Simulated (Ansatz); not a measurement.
# CH7GeNO: one species, many methods

The task here is to estimate one member of a computed series from the others.

Program: Ansatz 0.2.0, Gaussian basis. Level of theory: functionals in def2-TZVPP, the program's frozen cores in correlated methods. These are calculated values, not measurements.

The runs, in order: LDA (SPW92), PBE-D4, revPBE-D4, BLYP-D4, r2SCAN-D4, B97M-V, PBE0-D4, B3LYP-D4, r2SCANh-D4, r2SCAN0-D4, HSE06-D4, BHLYP-D4, CAM-B3LYP-D4, LC-ωPBE, ωB97X-V, ωB97M-V, B2PLYP, PBE-QIDH; CCSD(T)/def2-SVP; CCSD(T)/def2-TZVPP; MP2/def2-QZVPP; extrapolation to the limit; RPA on PBE.

## Structure used throughout

The geometry comes from an earlier relaxation with PBE0-D4 in a triple-zeta def2 set; it is a stationary point, not always the lowest conformer.

SMILES `N[CH2][GeH2][OH]`, 11 atoms, charge 0, spin multiplicity 1.

Atoms are counted from 1 here; the program's logs count them from 0.

Bond lengths: N1–C2 1.456 Å, N1–H5 1.012 Å, N1–H6 1.012 Å, C2–Ge3 1.954 Å, C2–H7 1.093 Å, C2–H8 1.099 Å, Ge3–O4 1.788 Å, Ge3–H9 1.548 Å, Ge3–H10 1.543 Å, O4–H11 0.959 Å. Angles: C2–N1–H5 111.2°, C2–N1–H6 111.0°, H5–N1–H6 107.0°, N1–C2–Ge3 108.9°, N1–C2–H7 109.1°, N1–C2–H8 115.7°, Ge3–C2–H7 106.9°, Ge3–C2–H8 108.8°, H7–C2–H8 107.0°, C2–Ge3–O4 104.8°, C2–Ge3–H9 110.5°, C2–Ge3–H10 113.1°, O4–Ge3–H9 109.5°, O4–Ge3–H10 109.4°, H9–Ge3–H10 109.4°, Ge3–O4–H11 113.1°.

The first run:

Contents of in.yaml:

```yaml
crystal:
  periodic: [false, false, false]
  atoms:
    - {symbol: N, position_ang: [-0.584328, 1.759701, 0.073709]}
    - {symbol: C, position_ang: [-0.804158, 0.351441, -0.225962]}
    - {symbol: Ge, position_ang: [0.883908, -0.610048, -0.018113]}
    - {symbol: O, position_ang: [0.421244, -2.336494, 0.044773]}
    - {symbol: H, position_ang: [-1.409246, 2.309745, -0.130000]}
    - {symbol: H, position_ang: [-0.373962, 1.892994, 1.054619]}
    - {symbol: H, position_ang: [-1.101298, 0.250312, -1.272525]}
    - {symbol: H, position_ang: [-1.573765, -0.150162, 0.377009]}
    - {symbol: H, position_ang: [1.575221, -0.211984, 1.307976]}
    - {symbol: H, position_ang: [1.858745, -0.382587, -1.191878]}
    - {symbol: H, position_ang: [1.173038, -2.929917, 0.000791]}
basis:
  gaussian: {orbitals: def2-TZVPP}
hamiltonian: {xc: lda}
output: {orbitals: {seedname: orbitals}}
```

Steps of the session up to this table: LDA; PBE-D4 (GGA); revPBE-D4 (GGA); BLYP-D4 (GGA); r2SCAN-D4 (meta-GGA); B97M-V (meta-GGA); PBE0-D4 (hybrid); B3LYP-D4 (hybrid); r2SCANh-D4 (hybrid); r2SCAN0-D4 (hybrid); HSE06-D4 (hybrid); BHLYP-D4 (hybrid); CAM-B3LYP-D4 (range-separated); LC-ωPBE (range-separated); ωB97X-V (range-separated); ωB97M-V (range-separated); B2PLYP (double hybrid); PBE-QIDH (double hybrid).

One of the session's tables, all rows but one given; the rest of the session is left out.

It belongs to the step «Frontier levels by functional». 

| functional | HOMO (eV) | LUMO (eV) | gap (eV) |
| --- | --- | --- | --- |
| LDA (SPW92) | -5.60 | -0.77 | 4.84 |
| PBE-D4 | -5.50 | -0.53 | 4.97 |
| revPBE-D4 | -5.45 | -0.41 | 5.04 |
| BLYP-D4 | -5.41 | -0.50 | 4.92 |
| r2SCAN-D4 | -5.80 | -0.07 | 5.73 |
| B97M-V | -5.97 | -0.33 | 5.64 |
| PBE0-D4 | -6.96 | 0.34 | 7.30 |
| B3LYP-D4 | -6.74 | 0.03 | 6.77 |
| r2SCANh-D4 | ? | ? | ? |
| r2SCAN0-D4 | -7.16 | 0.63 | 7.79 |
| HSE06-D4 | -6.55 | -0.03 | 6.52 |
| BHLYP-D4 | -8.35 | 1.08 | 9.42 |
| CAM-B3LYP-D4 | -8.40 | 1.20 | 9.61 |
| LC-ωPBE | -9.77 | 2.50 | 12.27 |
| ωB97X-V | -9.43 | 2.30 | 11.73 |
| ωB97M-V | -9.34 | 1.95 | 11.29 |

**Question.** Estimate the row for r2SCANh-D4.

Worked estimate for «HOMO (eV)». Against the share of exact exchange, r2SCAN-D4 (0, -5.80), r2SCAN0-D4 (0.25, -7.16) give a slope of -5.44 per unit share; at 0.1 the line stands at -6.34.

**Answer.** HOMO (eV): -6.35; LUMO (eV): 0.21; gap (eV): 6.56. In «HOMO (eV)» the line misses by +0.01.
